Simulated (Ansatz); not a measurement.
# Sc12HC: the cost of one run

Program: Ansatz 0.2.0. Level of theory: DFT PBE, plane waves, PAW, scalar-relativistic, no spin polarisation. These are calculated values, not measurements.

### 1 Starting point

The cell holds 14 atoms (CHSc12): a = 6.620 Å, b = 6.620 Å, c = 16.276 Å, α = 90.00°, β = 90.00°, γ = 60.00°.

Coordinates:

```xyz
14
Lattice="6.6200 0.0000 0.0000 3.3100 5.7331 0.0000 0.0000 0.0000 16.2761" Properties=species:S:1:pos:R:3 pbc="T T T"
Sc    0.0000    0.0000    1.0000
Sc    3.3100    0.0000    1.0000
Sc    1.6550    2.8665    1.0000
Sc    4.9650    2.8665    1.0000
Sc    0.0000    1.9110    3.6381
Sc    3.3100    1.9110    3.6381
Sc    1.6550    4.7776    3.6381
Sc    4.9650    4.7776    3.6381
Sc    0.0000    0.0000    6.2761
Sc    3.3100    0.0000    6.2761
Sc    1.6550    2.8665    6.2761
Sc    4.9650    2.8665    6.2761
C     1.7103    0.9440    7.9761
H     1.7030    0.9934    9.0761
```

### 2 Relaxing end A

input.yaml reads:

```yaml
crystal:
  lattice:
    - [6.62, 0.0, 0.0]
    - [3.31, 5.733088, 0.0]
    - [0.0, 0.0, 16.27614]
  atoms:
    - { symbol: Sc, position: [0.0, 0.0, 0.0614396] }
    - { symbol: Sc, position: [0.5, 0.0, 0.0614396] }
    - { symbol: Sc, position: [0.0, 0.5, 0.0614396] }
    - { symbol: Sc, position: [0.5, 0.5, 0.0614396] }
    - { symbol: Sc, position: [-0.1666667, 0.3333333, 0.2235217] }
    - { symbol: Sc, position: [0.3333333, 0.3333333, 0.2235217] }
    - { symbol: Sc, position: [-0.1666667, 0.8333333, 0.2235217] }
    - { symbol: Sc, position: [0.3333333, 0.8333333, 0.2235217] }
    - { symbol: Sc, position: [0.0, 0.0, 0.3856037] }
    - { symbol: Sc, position: [0.5, 0.0, 0.3856037] }
    - { symbol: Sc, position: [0.0, 0.5, 0.3856037] }
    - { symbol: Sc, position: [0.5, 0.5, 0.3856037] }
    - { symbol: C, position: [0.176033, 0.164653, 0.4900511] }
    - { symbol: H, position: [0.1706045, 0.1732786, 0.5576347] }
basis:
  ecutwfc: 420.0
kpoints:
  mp_grid: { grid: [4, 4, 1] }
hamiltonian:
  xc: pbe
scf:
  occupations: { method: gaussian, width: 0.05 }
  lower_state_search: "off"
relax:
  f_tol: 0.03
  max_steps: 60
  adjacent_minimum: "off"
  constraints: [{ sites: [0, 1, 2, 3] }]
```

Command:

```sh
> ansatz run input.yaml --threads 4 --pin off --max-ram 10240MiB --backend cpu --events-out ev --progress --plain --runs-dir out
```

**Question.** How long does this run take on 4 threads of Intel Xeon 6975P-C (Granite Rapids), shared host, and how much memory does it need?

About 29 s, with a peak of 1.4 GiB.
